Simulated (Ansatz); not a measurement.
# Cl3H2Sn: the cost of one run

Method: UKS PBE/def2-SVP, in Ansatz 0.2.0.

## 1. Starting point

Bond lengths: Sn1–Cl2 2.660 Å, Sn1–H3 1.740 Å, Sn1–Cl4 2.408 Å, Sn1–H5 1.739 Å, Cl2–Cl6 2.340 Å. Angles: Sn1–Cl2–Cl6 180.0°, Cl2–Sn1–H3 109.4°, Cl2–Sn1–Cl4 109.5°, Cl2–Sn1–H5 109.5°, H3–Sn1–Cl4 109.5°, H3–Sn1–H5 109.5°, Cl4–Sn1–H5 109.5°.

As a file:

```xyz
6

Sn    0.0000    0.0000    0.0000
Cl    0.0000    0.0000    2.6600
H     1.6408    0.0000   -0.5794
Cl   -1.1351    1.9666   -0.8025
H    -0.8195   -1.4198   -0.5794
Cl    0.0000    0.0000    5.0000
```

## 2. A restrained relaxation towards end A

Springs on the bonds that form and break draw the guess towards this end; the thresholds are loose.

The input, input.yaml:

```yaml
crystal:
  periodic: [false, false, false]
  atoms:
    - { symbol: Sn, position_ang: [0.0, 0.0, 0.0] }
    - { symbol: Cl, position_ang: [0.0, 0.0, 2.66] }
    - { symbol: H, position_ang: [1.6408, 0.0, -0.5794] }
    - { symbol: Cl, position_ang: [-1.1351, 1.9666, -0.8025] }
    - { symbol: H, position_ang: [-0.8195, -1.4198, -0.5794] }
    - { symbol: Cl, position_ang: [0.0, 0.0, 5.0] }
magnetization:
  spin_polarized: true
  initial_magnetization: 1
basis:
  gaussian: { orbitals: def2-SVP }
hamiltonian:
  xc: pbe
relax:
  f_tol: 0.15
  max_steps: 25
  restrain:
    - { distance: [1, 5], at: 3.24, k: 30.0 }
    - { distance: [0, 1], at: 2.41, k: 30.0 }
```

Command:

```bash
$ ansatz run input.yaml --threads 2 --pin off --max-ram 3072MiB --backend cpu --events-out ev --progress --plain --runs-dir out
```

Q: Estimate wall time and peak memory on 2 threads of Intel Xeon 6975P-C (Granite Rapids), shared host.

About 18 s, with a peak of 0.22 GiB.
